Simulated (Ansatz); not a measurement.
# BGeH5O (SMILES O[BH][GeH3]): functionals against CCSD(T) at one geometry

One table from this session's results is given with a row withheld; the runs are named, their logs left out.

Computed with Ansatz 0.2.0, Gaussian basis. Level: single points in def2-TZVPP.

Cores are frozen in the correlated methods. Filled d shells of the heavier atoms are correlated.

**The system as given**

SMILES `O[BH][GeH3]`, 8 atoms, charge 0, spin multiplicity 1.

Atoms are counted from 1 here; the program's logs count them from 0.

Bond lengths: O1–B2 1.305 Å, O1–H4 0.903 Å, B2–Ge3 2.015 Å, B2–H5 1.174 Å, Ge3–H6 1.642 Å, Ge3–H7 1.387 Å, Ge3–H8 1.499 Å. Angles: B2–O1–H4 106.8°, O1–B2–Ge3 122.8°, O1–B2–H5 116.7°, Ge3–B2–H5 117.9°, B2–Ge3–H6 118.2°, B2–Ge3–H7 119.0°, B2–Ge3–H8 125.1°, H6–Ge3–H7 100.7°, H6–Ge3–H8 90.6°, H7–Ge3–H8 97.2°.

Coordinates:

```
O    -1.4687    0.2724   -1.2895
B    -0.2706    0.6026   -0.8908
Ge    0.6457   -0.2869    0.6676
H    -1.8686   -0.1474   -0.5967
H     0.3949    1.1970   -1.6539
H    -0.1504   -0.3507    2.1020
H     1.0581   -1.6052    0.5424
H     1.8740    0.2287    1.3541
```

Set-up of the first run:

run/in.yaml

```yaml
crystal:
  periodic: [false, false, false]
  atoms:
    - {symbol: O, position_ang: [-1.468700, 0.272400, -1.289500]}
    - {symbol: B, position_ang: [-0.270600, 0.602600, -0.890800]}
    - {symbol: Ge, position_ang: [0.645700, -0.286900, 0.667600]}
    - {symbol: H, position_ang: [-1.868600, -0.147400, -0.596700]}
    - {symbol: H, position_ang: [0.394900, 1.197000, -1.653900]}
    - {symbol: H, position_ang: [-0.150400, -0.350700, 2.102000]}
    - {symbol: H, position_ang: [1.058100, -1.605200, 0.542400]}
    - {symbol: H, position_ang: [1.874000, 0.228700, 1.354100]}
basis:
  gaussian: {orbitals: def2-TZVPP}
correlation: {method: ccsd_t}
output: {forces: true}
```

The command line of these runs was not kept.

Steps of the session up to this table: CCSD(T)/def2-TZVPP; PBE0-D4/def2-TZVPP; wB97M-V/def2-TZVPP; r2SCAN-D4/def2-TZVPP; PBE-D4/def2-TZVPP; r2SCAN0-D4/def2-TZVPP; r2SCANh-D4/def2-TZVPP.

One of the session's tables, all rows but one given; the rest of the session is left out.

| method | RMS force component (eV/Å) | angle to CCSD(T) forces (°) | dipole (D) |
| --- | --- | --- | --- |
| CCSD(T) | 1.654 | reference | 1.02 |
| PBE0-D4 | 1.609 | 5.5 | 1.01 |
| wB97M-V | 1.623 | 3.5 | 1.04 |
| r2SCAN-D4 | ? | ? | ? |
| PBE-D4 | 1.724 | 7.1 | 1.10 |
| r2SCAN0-D4 | 1.552 | 6.4 | 1.00 |
| r2SCANh-D4 | 1.592 | 4.4 | 1.04 |

Q: Estimate the row for r2SCAN-D4 from the others.

Worked estimate for «RMS force component (eV/Å)». Against the share of exact exchange, r2SCAN0-D4 (0.25, 1.552), r2SCANh-D4 (0.1, 1.592) give a slope of -0.267 per unit share; at 0 the line stands at 1.619.

**Answer.** RMS force component (eV/Å): 1.622; angle to CCSD(T) forces (°): 3.7; dipole (D): 1.07. In «RMS force component (eV/Å)» the line misses by -0.003.
